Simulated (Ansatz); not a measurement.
# GaH5NO: the cost of one run

Method: RKS PBE0-D4/def2-SVP, in Ansatz 0.2.0.

### 1 The starting structure

Bond lengths: N1–Ga2 2.104 Å, Ga2–O3 1.696 Å, N1–H4 1.028 Å, N1–H5 1.025 Å, N1–H6 1.027 Å, Ga2–H7 1.512 Å, O3–H8 0.959 Å. Angles: N1–Ga2–O3 95.6°, N1–Ga2–H7 120.7°, O3–Ga2–H7 143.8°, Ga2–N1–H4 105.1°, Ga2–N1–H5 119.8°, Ga2–N1–H6 110.7°, H4–N1–H5 107.7°, H4–N1–H6 105.6°, H5–N1–H6 107.1°, Ga2–O3–H8 139.5°.

As a file:

```xyz
8

N    -0.6350    1.0075   -0.0151
Ga    0.7645   -0.4842   -0.5073
O     0.3132   -1.5487    0.7331
H    -1.4720    0.4973    0.2950
H    -0.9280    1.6852   -0.7258
H    -0.3203    1.5445    0.8018
H     1.7116   -0.2993   -1.6717
H     0.5659   -2.4023    1.0900
```

### 2 Relaxing end A

input.yaml

```yaml
crystal:
  periodic: [false, false, false]
  atoms:
    - { symbol: "N", position_ang: [-0.63502, 1.00751, -0.01512] }
    - { symbol: Ga, position_ang: [0.7645, -0.48421, -0.50729] }
    - { symbol: O, position_ang: [0.31317, -1.54869, 0.73314] }
    - { symbol: H, position_ang: [-1.47196, 0.49726, 0.29499] }
    - { symbol: H, position_ang: [-0.92795, 1.68522, -0.72581] }
    - { symbol: H, position_ang: [-0.32028, 1.54452, 0.80181] }
    - { symbol: H, position_ang: [1.71161, -0.2993, -1.6717] }
    - { symbol: H, position_ang: [0.56592, -2.40231, 1.08998] }
total_charge: 1
basis:
  gaussian: { orbitals: def2-SVP }
hamiltonian:
  xc: pbe0
  dispersion: d4
relax:
  f_tol: 0.02
  max_steps: 50
```

Run with:

```console
ansatz run input.yaml --threads 2 --pin off --max-ram 3072MiB --backend cpu --events-out ev --progress --plain --runs-dir out
```

Q: Estimate wall time and peak memory on 2 threads of Arm Neoverse V2, shared host.

About 19 s, with a peak of 0.17 GiB.
